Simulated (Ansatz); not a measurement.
# CH6FNSn: basis-set convergence

An exercise on one series of results from a longer session: the logs are not shown, and one member is left open.

Program: Ansatz 0.2.0, Gaussian basis. Level of theory: one geometry, several basis sets. These are calculated values, not measurements.

Plan: PBE0-D4/def2-SVP; ωB97M-V/def2-SVP; PBE0-D4/def2-QZVPP; ωB97M-V/def2-QZVPP; the functionals' def2-TZVPP values are taken from earlier runs.

### Structure used throughout

The geometry comes from an earlier relaxation with PBE0-D4 in a triple-zeta def2 set; it is a stationary point, not always the lowest conformer. Sn takes the def2 core potential; no spin-orbit term is included.

SMILES `C[NH][SnH2][F]`, 10 atoms, charge 0, spin multiplicity 1.

Atoms are counted from 1 here; the program's logs count them from 0.

Bond lengths: C1–N2 1.452 Å, C1–H5 1.095 Å, C1–H6 1.093 Å, C1–H7 1.097 Å, N2–Sn3 1.997 Å, N2–H8 1.010 Å, Sn3–F4 1.937 Å, Sn3–H9 1.698 Å, Sn3–H10 1.698 Å. Angles: N2–C1–H5 110.3°, N2–C1–H6 109.8°, N2–C1–H7 114.2°, H5–C1–H6 106.8°, H5–C1–H7 108.0°, H6–C1–H7 107.4°, C1–N2–Sn3 121.4°, C1–N2–H8 112.1°, Sn3–N2–H8 114.5°, N2–Sn3–F4 109.2°, N2–Sn3–H9 109.0°, N2–Sn3–H10 109.9°, F4–Sn3–H9 104.0°, F4–Sn3–H10 104.8°, H9–Sn3–H10 119.4°.

Set-up of the first run:

File in.yaml:

```yaml
crystal:
  periodic: [false, false, false]
  atoms:
    - {symbol: C, position_ang: [-1.001901, 1.096848, -0.037785]}
    - {symbol: N, position_ang: [0.279368, 0.574864, -0.478097]}
    - {symbol: Sn, position_ang: [1.044591, -1.097072, 0.300549]}
    - {symbol: F, position_ang: [-0.087114, -2.595188, -0.174098]}
    - {symbol: H, position_ang: [-1.088024, 2.157766, -0.293379]}
    - {symbol: H, position_ang: [-1.075678, 1.027310, 1.050972]}
    - {symbol: H, position_ang: [-1.869460, 0.574293, -0.459558]}
    - {symbol: H, position_ang: [0.404443, 0.667618, -1.475749]}
    - {symbol: H, position_ang: [0.935434, -1.018270, 1.993274]}
    - {symbol: H, position_ang: [2.541441, -1.439368, -0.423228]}
basis:
  gaussian: {orbitals: def2-SVP}
hamiltonian: {xc: pbe0, dispersion: d4}
output: {orbitals: {seedname: orbitals}}
```

On the command line:

```sh
$ ansatz run in.yaml --threads 4 --pin off --events-out ev --progress --plain --max-ram 10444MiB
```

Steps of the session up to this table: PBE0-D4 in def2-SVP; ωB97M-V in def2-SVP; PBE0-D4 in def2-QZVPP; ωB97M-V in def2-QZVPP.

One of the session's tables, all rows but one given; the rest of the session is left out.

It belongs to the step «Density functionals: the series». 

```
functional       basis  HOMO (eV)  LUMO (eV)
   PBE0-D4    def2-SVP          ?          ?
   PBE0-D4  def2-TZVPP      -7.00      -0.24
   PBE0-D4  def2-QZVPP      -7.04      -0.36
   ωB97M-V    def2-SVP      -9.15       2.05
   ωB97M-V  def2-TZVPP      -9.35       1.31
   ωB97M-V  def2-QZVPP      -9.39       0.99
```

Estimate the missing values for PBE0-D4, def2-SVP.

As computed: HOMO (eV): -6.83; LUMO (eV): 0.19. In the column «HOMO (eV)» it is the highest.
